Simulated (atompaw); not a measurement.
# Pseudopotential generation for carbon: PAW (atompaw), PBE

Task: generate the file, and judge it by its logarithmic derivatives, its ghosts and its cutoff.

The numbers are computed with atompaw 4.2.0.5 (PBE, scalar-relativistic, spin-unpolarised reference atom).

## (1) The design

Typed settings, in words:

```
element                 : carbon (C, Z = 6)
type                    : PAW
frozen core             : [He]
valence charge          : 4
reference configuration : 2s2 2p2
partial waves           : 2s (bound): rc 2.50 bohr; 2s channel at 0.35 Ry: rc 2.50 bohr; 2p (bound): rc 2.50 bohr; 2p channel at -0.05 Ry: rc 2.50 bohr; 3d channel at 0.35 Ry: rc 2.50 bohr
local potential         : troulliermartins scheme with l = 3 at 0.5 Ry, radius 1.85 bohr
core correction         : smooth core density matched at 1.60 bohr
augmentation charge     : sinc compensation charge, radius 2.00 bohr; PAW radius 2.50 bohr; waves and projectors: custom polynom2 7 10 vanderbiltortho
```

The outer shells as boxes (Hund's rule for the drawing; the calculation is spin-unpolarised):

```
[He] core
2s [↑↓]
2p [↑ ][↑ ][  ]
```

The nodes and maxima of the atom's own shells, from an earlier all-electron run, set the scale for the radii.

All-electron outer shells of the reference configuration (PBE, scalar-relativistic, ld1.x):

```csv
shell,level (eV),outermost node (bohr),outermost maximum (bohr)
1s,-273.38,–,0.17
2s,-13.75,0.38,1.22
2p,-5.29,–,1.20
```

## (2) Generation

File C.input:

```
C 6
GGA-PBE scalarrelativistic loggrid 1500 logderivrange -3 5 201
2 2 0 0 0 0
2 1 2
0 0 0
c
v
v
2
2.50 2.00 1.85 1.60
y
0.35
n
y
-0.05
n
y
0.35
n
custom polynom2 7 10 vanderbiltortho sinc
3 0.5 troulliermartins
2.50
2.50
2.50
2.50
2.50
PWSCFOUT
UPFDX 0.0125d0 UPFXMIN -7.d0 UPFZMESH 6.d0
END
```

Run with:

```
$ atompaw < C.input > C.log
```

**Question.** What will these runs give? Wanted: cutoffs for 10 and 1 mRy, occupied levels; bound ghosts; largest phase difference near zero energy, channels read; lowest eigenvalue of the overlap; share of valence orbitals outside the PAW sphere; UPF file.

As calculated:

| quantity | value |
| --- | --- |
| cutoffs for 10 and 1 mRy, occupied levels | 15 Ry and 40 Ry |
| bound ghosts | none found |
| largest phase difference near zero energy, channels read | 0.034 rad |
| lowest eigenvalue of the overlap (Bessel basis) | 0.788 (s) |
| share of valence orbitals outside the PAW sphere | 2s 10 %, 2p 20 % |
| UPF file | written |

In words: The potential is soft on the atom at that tolerance: the looser tolerance needs 15 Ry. The tighter tolerance needs 40 Ry, and converged work needs a cutoff nearer that. The slowest occupied level is 2p: taken alone it needs 25 Ry to come within 1 mRy, against 18 Ry for 2s. The Bessel-basis test finds no level below the valence levels. Near zero energy the largest phase difference among the channels read is 0.03 rad, in the d channel.
